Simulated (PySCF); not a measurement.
# How the numerical set-up moves the result for LiI

Aim: see how much the energy and properties of LiI depend on the numerical set-up.

The runs use PySCF 2.14.0; each script names its method and basis.

3 further runs of the same task are left out: 3 that didn't finish.

### Step 1. Where the work starts

LiI: 2 atoms, charge 0, spin multiplicity 1.

Bond lengths: Li1–I2 2.292 Å.

### Step 2. Base script

The input, input.py:

```python
from pyscf import gto, scf

mol = gto.M(
    atom='Li 0 0 0; I 0 0 2.292',
    basis='def2-svpd',
    ecp={'I': 'def2-svpd'},
    charge=0,
    spin=0,
    verbose=3,
)
mf = scf.RHF(mol)
mf.kernel()
mf.mulliken_pop()
mf.dip_moment()
print('orbital energies (hartree):', mf.mo_energy[..., max(0, mol.nelec[1]-3):mol.nelec[0]+3].round(4))
```

The run is started by

```sh
$ OMP_NUM_THREADS=1 python input.py
```

Its log is not repeated here.

In short: E(SCF) = -304.179989 Eh, μ = 7.29 D.

The bond length is a typed value, not an optimised one.

### Step 3. Ano-rcc-vdzp (core potential off, X2C on)

Run 1 changes basis set: def2-svpd → ano-rcc-vdzp; core potential: on → off; spin-free X2C: off → on. The core potential changes with it: totals don't compare.

The input, input.py:

```python
from pyscf import gto, scf

mol = gto.M(
    atom='Li 0 0 0; I 0 0 2.292',
    basis='ano-rcc-vdzp',
    charge=0,
    spin=0,
    verbose=3,
)
mf = scf.RHF(mol)
mf = mf.sfx2c1e()
mf.kernel()
mf.analyze()
print('orbital energies (hartree):', mf.mo_energy[..., max(0, mol.nelec[1]-3):mol.nelec[0]+3].round(4))
```

The run is started by

```sh
$ OMP_NUM_THREADS=1 python input.py
```

### Step 4. Density fitting def2-universal-jkfit

Run 2 changes density fitting: none → def2-universal-jkfit.

input.py: that of step 2 with these lines changed.

```diff
@@ -11,2 +11,3 @@
 mf = scf.RHF(mol)
+mf = mf.density_fit(auxbasis='def2-universal-jkfit')
 mf.kernel()
```

### Step 5. Density fitting weigend

Run 3 changes density fitting: none → weigend.

input.py: that of step 2 with these lines changed.

```diff
@@ -11,2 +11,3 @@
 mf = scf.RHF(mol)
+mf = mf.density_fit(auxbasis='weigend')
 mf.kernel()
```

### Step 6. X2c-svpall (core potential off, X2C on)

Run 4 changes basis set: def2-svpd → x2c-svpall; core potential: on → off; spin-free X2C: off → on. The core potential changes with it: totals don't compare.

The input, input.py:

```python
from pyscf import gto, scf

mol = gto.M(
    atom='Li 0 0 0; I 0 0 2.292',
    basis='x2c-svpall',
    charge=0,
    spin=0,
    verbose=3,
)
mf = scf.RHF(mol)
mf = mf.sfx2c1e()
mf.kernel()
mf.analyze()
print('orbital energies (hartree):', mf.mo_energy[..., max(0, mol.nelec[1]-3):mol.nelec[0]+3].round(4))
```

What does the calculation give? Wanted: for each run, E(SCF); from base; gap; SCF dipole.

**Answer**, as computed:

```csv
run,E(SCF) (hartree),from base (eV),gap (eV),SCF dipole (D),functions
base,-304.179989,0,n/a,7.29,47
"ano-rcc-vdzp (core potential off, X2C on)",-7120.192340,not comparable,8.71,7.53,57
density fitting def2-universal-jkfit,-304.179981,+0.0002,n/a,7.29,47
density fitting weigend,-300.836935,+90.9691,n/a,7.32,47
"x2c-svpall (core potential off, X2C on)",-7119.601057,not comparable,8.53,7.13,45
```

The largest comparable shift of the SCF energy, +90.969 eV, comes with the run “density fitting weigend”. The dearest run is “ano-rcc-vdzp (core potential off, X2C on)”, at 7 s against 0.72 s.
